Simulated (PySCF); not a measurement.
# A diatomic session: TlSe+

An exercise on one series of results from a longer session: the logs are not shown, and one member is left open.

Computed with PySCF 2.14.0. Level: Tl def2-SVP with ECP60, Se def2-SVP, scalar-relativistic core potentials.

Set-up of the first run:

A driver script around PySCF takes these settings:

```yaml
atoms: Tl, Se
charge: 1
basis: Tl def2-SVP with ECP60, Se def2-SVP
Hamiltonian: scalar-relativistic core potentials
basis_functions: 58
electrons_treated: 54
masses_in_u: 204.9744, 79.9165
levels: PBE0, PBE, r²SCAN, BP86, B3LYP, M06, LC-ωPBE, HF, MP2, SCS-MP2
grid: 80 radial by 434 angular points
occupations: held fixed by the projection of orbital angular momentum
dissociation_limit: Tl+ + Se, each in its ground configuration
starting_distance_in_angstrom: 2.645
values_of_2S_to_try: 0, 2
```

The run is started by

```console
$ OMP_NUM_THREADS=1 python dia.py task.json out
```

Among the steps run: The job; First curve: PBE0; Higher solutions at PBE0; PBE; r²SCAN; BP86 (GGA); B3LYP (global hybrid GGA); M06 (hybrid meta-GGA); LC-ωPBE; UHF.

One table of the session follows, with a row left open; its other results are not shown here.

It belongs to the step «The curves together». Energy (eV) from each level's lowest point:

```
R (Å)    UHF  UHF-MP2  UHF-SCS-MP2    PBE   BP86
2.827  0.473    0.335        0.368  0.270  0.271
2.958      ?        ?            ?      ?      ?
3.090  0.127    0.057        0.072  0.032  0.032
3.188  0.066    0.018        0.027  0.005  0.006
3.287  0.028    0.001        0.006  0.000  0.000
3.386  0.008    0.000        0.000  0.009  0.009
3.517  0.000    0.015        0.010  0.038  0.037
3.681  0.010    0.050        0.039  0.087  0.086
3.879  0.038    0.101        0.086  0.155  0.153
4.142  0.085    0.173        0.152  0.246  0.242
```

Estimate the missing values for R (Å) = 2.958.

Worked estimate for «UHF». A straight line through the neighbours (2.827, 0.473) and (3.090, 0.127) gives 0.473 + (0.127 − 0.473) × (2.958 − 2.827) / (3.090 − 2.827) = 0.301; a parabola fitted to 3 rows on both sides gives 0.267.

**Answer.** UHF: 0.259; UHF-MP2: 0.156; UHF-SCS-MP2: 0.180; PBE: 0.113; BP86: 0.114. In «UHF» the line misses by +0.042 and the parabola by +0.008.
